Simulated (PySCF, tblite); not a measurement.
# CH10GeSSi2: dynamics, then NMR shifts on frames, part 2 of 2

tblite 0.8.0 and PySCF 2.14.0. Atoms count from 0.

## Step 5: Shielding tensors: 625 fs, PBE0/pcSseg-1

Job settings and geometry (Å):

```
{"job": {"kind": "nmr", "xc": "PBE0", "basis": "pcSseg-1", "pop": false}, "charge": 0, "multiplicity": 1}
C     -3.049900     0.599200    -0.032100
S     -2.155000     0.374700     1.582000
Ge    -0.814000    -1.107500     0.595700
Si     0.727500     0.150100    -0.571800
Si     2.163900     1.766800     0.244100
H     -3.820000     1.394200     0.129600
H     -2.296000     0.924800    -0.756800
H     -3.509900    -0.289700    -0.503800
H     -0.429000    -1.965600     1.806800
H     -1.571300    -2.206000    -0.291300
H     -0.042300     0.339200    -1.853800
H      1.723300    -0.787000    -1.069500
H      1.484100     2.902500     0.712200
H      2.976500     1.071100     1.328400
H      2.988200     2.027000    -0.881200
```

Level: GIAO PBE0/pcSseg-1 NMR shielding, non-relativistic, gas phase.

The program printed:

```text
coarse grid: 56456 points
cycle   1  E = -3097.2670615019  dE = -6.536e-01  |g| = 8.692e-01  |ddm| = 3.527e+00
cycle   2  E = -3097.2409399057  dE =  2.612e-02  |g| = 8.965e-01  |ddm| = 1.062e+00
cycle   3  E = -3097.3208777311  dE = -7.994e-02  |g| = 1.043e-01  |ddm| = 7.248e-01
cycle   4  E = -3097.3229317072  dE = -2.054e-03  |g| = 2.916e-02  |ddm| = 1.581e-01
cycle   5  E = -3097.3232079366  dE = -2.762e-04  |g| = 5.000e-03  |ddm| = 4.702e-02
cycle   6  E = -3097.3232139358  dE = -5.999e-06  |g| = 2.012e-03  |ddm| = 7.959e-03
final grid: 113568 points
cycle   7  E = -3097.3232685983  dE =  8.121e-07  |g| = 2.693e-03  |ddm| = 5.402e-03
cycle   8  E = -3097.3232667555  dE =  1.843e-06  |g| = 3.778e-03  |ddm| = 6.429e-03
cycle   9  E = -3097.3232706528  dE = -3.897e-06  |g| = 1.673e-04  |ddm| = 3.547e-03
cycle  10  E = -3097.3232706609  dE = -8.068e-09  |g| = 3.092e-05  |ddm| = 2.586e-04
cycle  11  E = -3097.3232706611  dE = -1.978e-10  |g| = 3.500e-06  |ddm| = 3.435e-05
converged SCF energy = -3097.3232706611

GIAO shielding tensors (ppm)
atom      isotropic    diamagn.    paramagn.     s11        s22        s33       span
  0 C      161.772     252.409     -90.637    139.125    161.273    184.917     45.793
  1 S      705.291    1058.140    -352.849    584.194    692.678    839.001    254.807
  2 Ge    1458.276    2759.502   -1301.226   1291.234   1443.944   1639.650    348.417
  3 Si     487.856     881.532    -393.675    436.103    490.936    536.530    100.427
  4 Si     459.395     880.067    -420.672    447.296    459.760    471.127     23.831
  5 H       28.612      27.667       0.944     22.609     25.286     37.940     15.331
  6 H       28.974      32.024      -3.050     22.610     29.274     35.038     12.427
  7 H       29.503      29.276       0.227     24.693     27.226     36.589     11.896
  8 H       26.374      29.942      -3.568     19.560     21.603     37.960     18.400
  9 H       26.075      29.275      -3.200     20.247     21.499     36.480     16.233
 10 H       27.423      28.873      -1.450     22.621     26.625     33.021     10.400
 11 H       28.630      30.179      -1.549     23.511     27.081     35.297     11.786
 12 H       28.771      29.729      -0.958     24.563     27.247     34.503      9.941
 13 H       27.260      28.066      -0.806     23.848     25.618     32.314      8.466
 14 H       28.563      29.333      -0.770     24.691     26.226     34.771     10.080
```

It took 63 s on 1 thread of Intel Xeon at 2.50GHz, shared host; peak memory 0.9 GiB.

In short: δ C0 25.2, S1 -202, Ge2 -127, Si4 -110.2, H9 5.64, H8 5.34 ppm.

## Step 6: Nuclear shieldings: 800 fs, PBE0/pcSseg-1

Job settings and geometry (Å):

```
{"job": {"kind": "nmr", "xc": "PBE0", "basis": "pcSseg-1", "pop": false}, "charge": 0, "multiplicity": 1}
C     -3.272800     0.816700     1.095600
S     -2.317900    -0.411200     2.005200
Ge    -0.706900    -1.193900     0.643500
Si     0.817000     0.071800    -0.838300
Si     1.490600     2.125300     0.074300
H     -2.657800     1.469000     0.501000
H     -3.903000     0.367200     0.308600
H     -3.707000     1.453000     1.804200
H      0.166100    -1.875000     1.688100
H     -1.399900    -2.392500     0.000600
H      0.007300     0.301500    -2.056200
H      1.817200    -0.850800    -1.306500
H      0.565200     3.242200    -0.411100
H      1.532200     2.250600     1.492200
H      2.707300     2.695900    -0.467200
```

Level: GIAO PBE0/pcSseg-1 NMR shielding, non-relativistic, gas phase.

The program printed:

```text
coarse grid: 56456 points
cycle   1  E = -3097.2626704351  dE = -6.855e-01  |g| = 8.778e-01  |ddm| = 3.504e+00
cycle   2  E = -3097.2253294766  dE =  3.734e-02  |g| = 9.229e-01  |ddm| = 1.135e+00
cycle   3  E = -3097.3222989151  dE = -9.697e-02  |g| = 1.147e-01  |ddm| = 8.052e-01
cycle   4  E = -3097.3252254182  dE = -2.927e-03  |g| = 3.045e-02  |ddm| = 1.753e-01
cycle   5  E = -3097.3255210672  dE = -2.956e-04  |g| = 4.028e-03  |ddm| = 4.619e-02
cycle   6  E = -3097.3255246111  dE = -3.544e-06  |g| = 1.332e-03  |ddm| = 5.799e-03
final grid: 113568 points
cycle   7  E = -3097.3255349853  dE =  1.453e-08  |g| = 1.449e-03  |ddm| = 3.208e-03
cycle   8  E = -3097.3255348166  dE =  1.687e-07  |g| = 1.757e-03  |ddm| = 2.985e-03
cycle   9  E = -3097.3255355082  dE = -6.917e-07  |g| = 1.234e-04  |ddm| = 1.518e-03
cycle  10  E = -3097.3255355118  dE = -3.578e-09  |g| = 1.590e-05  |ddm| = 1.739e-04
cycle  11  E = -3097.3255355119  dE = -6.912e-11  |g| = 2.827e-06  |ddm| = 1.947e-05
converged SCF energy = -3097.3255355119

GIAO shielding tensors (ppm)
atom      isotropic    diamagn.    paramagn.     s11        s22        s33       span
  0 C      175.858     254.844     -78.986    159.975    165.847    201.752     41.777
  1 S      673.414    1057.759    -384.345    540.616    714.439    765.186    224.570
  2 Ge    1496.918    2757.271   -1260.353   1294.633   1507.475   1688.645    394.013
  3 Si     459.254     880.311    -421.056    432.073    455.389    490.301     58.229
  4 Si     469.715     879.061    -409.346    450.488    454.715    503.942     53.454
  5 H       30.458      34.539      -4.081     23.781     30.693     36.899     13.118
  6 H       29.059      29.144      -0.085     23.662     26.301     37.214     13.553
  7 H       30.451      29.937       0.514     24.458     26.993     39.902     15.444
  8 H       27.195      29.731      -2.536     20.284     22.946     38.355     18.071
  9 H       26.315      29.389      -3.074     17.848     22.605     38.492     20.643
 10 H       27.775      29.366      -1.591     24.035     25.826     33.464      9.430
 11 H       28.457      29.391      -0.934     24.219     26.000     35.153     10.933
 12 H       27.270      27.812      -0.542     23.987     25.500     32.323      8.337
 13 H       28.729      29.263      -0.534     24.462     27.331     34.396      9.934
 14 H       28.220      28.113       0.107     24.482     25.343     34.835     10.353
```

Wall time 60 s (1 thread of Intel Xeon at 2.50GHz, shared host); peak memory 0.91 GiB.

This run: δ C0 11.1, S1 -170, Ge2 -166, Si3 -110.1, H9 5.40, H8 4.52 ppm.

## Step 7: NMR shieldings: 1000 fs, PBE0/pcSseg-1

Job settings and geometry (Å):

```
{"job": {"kind": "nmr", "xc": "PBE0", "basis": "pcSseg-1", "pop": false}, "charge": 0, "multiplicity": 1}
C     -2.965600     0.553600     1.442400
S     -1.922400    -0.711700     2.125600
Ge    -0.246600    -1.207400     0.559700
Si     0.217900     0.741900    -0.755100
Si     1.924600     2.207400     0.138800
H     -3.407800     0.252300     0.537300
H     -3.759300     0.572500     2.216800
H     -2.582000     1.582800     1.538500
H      0.959900    -1.738700     1.326200
H     -0.826900    -2.533800     0.111000
H     -0.911600     1.740800    -0.545600
H     -0.013800     0.257500    -2.101600
H      2.187600     3.400900    -0.877000
H      1.408700     2.796200     1.391000
H      3.158000     1.416900     0.446500
```

With the program's defaults for keys left out, this is: GIAO PBE0/pcSseg-1 NMR shielding, non-relativistic, gas phase.

The program printed:

```text
coarse grid: 56456 points
cycle   1  E = -3097.2514062806  dE = -7.686e-01  |g| = 8.829e-01  |ddm| = 3.491e+00
cycle   2  E = -3097.2072931411  dE =  4.411e-02  |g| = 9.423e-01  |ddm| = 1.198e+00
cycle   3  E = -3097.3142269055  dE = -1.069e-01  |g| = 1.195e-01  |ddm| = 8.495e-01
cycle   4  E = -3097.3176110237  dE = -3.384e-03  |g| = 3.217e-02  |ddm| = 1.936e-01
cycle   5  E = -3097.3179533414  dE = -3.423e-04  |g| = 3.987e-03  |ddm| = 5.091e-02
cycle   6  E = -3097.3179569217  dE = -3.580e-06  |g| = 1.296e-03  |ddm| = 5.991e-03
final grid: 113568 points
cycle   7  E = -3097.3179611145  dE = -5.875e-08  |g| = 1.372e-03  |ddm| = 3.998e-03
cycle   8  E = -3097.3179610014  dE =  1.131e-07  |g| = 1.599e-03  |ddm| = 2.975e-03
cycle   9  E = -3097.3179615892  dE = -5.878e-07  |g| = 1.119e-04  |ddm| = 1.474e-03
cycle  10  E = -3097.3179615929  dE = -3.741e-09  |g| = 2.074e-05  |ddm| = 1.876e-04
cycle  11  E = -3097.3179615930  dE = -9.413e-11  |g| = 3.761e-06  |ddm| = 2.118e-05
converged SCF energy = -3097.3179615930

GIAO shielding tensors (ppm)
atom      isotropic    diamagn.    paramagn.     s11        s22        s33       span
  0 C      175.720     243.439     -67.719    162.151    172.584    192.424     30.274
  1 S      671.175    1056.886    -385.711    509.399    735.704    768.422    259.023
  2 Ge    1496.409    2758.256   -1261.847   1380.383   1413.765   1695.078    314.695
  3 Si     475.871     880.924    -405.053    407.480    483.522    536.611    129.131
  4 Si     439.484     878.537    -439.052    416.122    434.451    467.879     51.757
  5 H       30.434      30.004       0.430     24.856     27.697     38.749     13.893
  6 H       28.970      25.635       3.336     22.472     26.358     38.081     15.609
  7 H       29.182      29.626      -0.444     23.794     27.241     36.511     12.717
  8 H       27.093      30.111      -3.018     21.082     21.850     38.345     17.263
  9 H       26.167      29.702      -3.535     17.826     22.437     38.238     20.412
 10 H       27.299      30.561      -3.261     23.052     26.872     31.973      8.922
 11 H       28.065      29.326      -1.261     23.086     25.708     35.400     12.314
 12 H       26.059      26.124      -0.065     23.021     23.651     31.505      8.484
 13 H       27.450      28.765      -1.315     23.786     26.694     31.870      8.084
 14 H       27.236      27.959      -0.723     23.466     25.460     32.782      9.316
```

It took 59 s on 1 thread of Intel Xeon at 2.50GHz, shared host; peak memory 0.91 GiB.

This run: δ C0 11.2, S1 -167, Ge2 -165, Si4 -90.3, H12 5.66, H9 5.55 ppm.

## Step 8: Side by side: NMR shifts

Shifts (ppm) of some atoms, chosen among heavy atoms and hydrogens apart, with basis size and wall time:

```csv
frame,C0,H12,H7,S1,Ge2,Si4,Si3,functions,time
250 fs,8.8,2.76,0.77,-219,-153,-114.4,-140.1,180,63 s
425 fs,28.9,4.50,4.97,-189,-139,-110.6,-113.9,180,59 s
625 fs,25.2,2.95,2.21,-202,-127,-110.2,-138.7,180,63 s
800 fs,11.1,4.45,1.27,-170,-166,-120.6,-110.1,180,60 s
1000 fs,11.2,5.66,2.54,-167,-165,-90.3,-126.7,180,59 s
```

## Step 9: What came out

What follows sums up all 2 parts.

| quantity | value |
| --- | --- |
| thermostat | 300 K |
| mean temperature, second half | 315 K |
| mean potential energy above the minimum | 0.51 eV |
| 13C shifts against TMS (PBE0/pcSseg-1, 250 fs) | 8.8 ppm |
| 1H shifts against TMS (PBE0/pcSseg-1, 250 fs) | 5.52, 4.82, 3.59, 3.41, 3.19, 2.76, 2.63, 2.39, 2.32, 0.77 ppm |
| 33S shifts against CS2 (PBE0/pcSseg-1, 250 fs) | -219 ppm |
| 73Ge shifts against GeMe4 (PBE0/pcSseg-1, 250 fs) | -153 ppm |
| 29Si shifts against TMS (PBE0/pcSseg-1, 250 fs) | -114.4, -140.1 ppm |
| range of the shift of S1 | -219 to -167 ppm |

What this shows: In the second half the potential energy averages 0.51 eV above the minimum; equipartition over 39 harmonic modes at 300 K would give 0.50 eV. With 15 atoms the temperature swings widely (166 to 405 K). Shifts at one fixed geometry are not the observed spectrum, which averages over the motion. In the first frame run (250 fs): The largest span, 343 ppm, is at Ge2, where the paramagnetic term is -1275 ppm. In ppm, S1 moves most: its shift spreads over 51 ppm, from -219 (250 fs) to -167 (1000 fs). Spin-orbit coupling is left out, which matters for shieldings and couplings at and beside the heavy atoms.
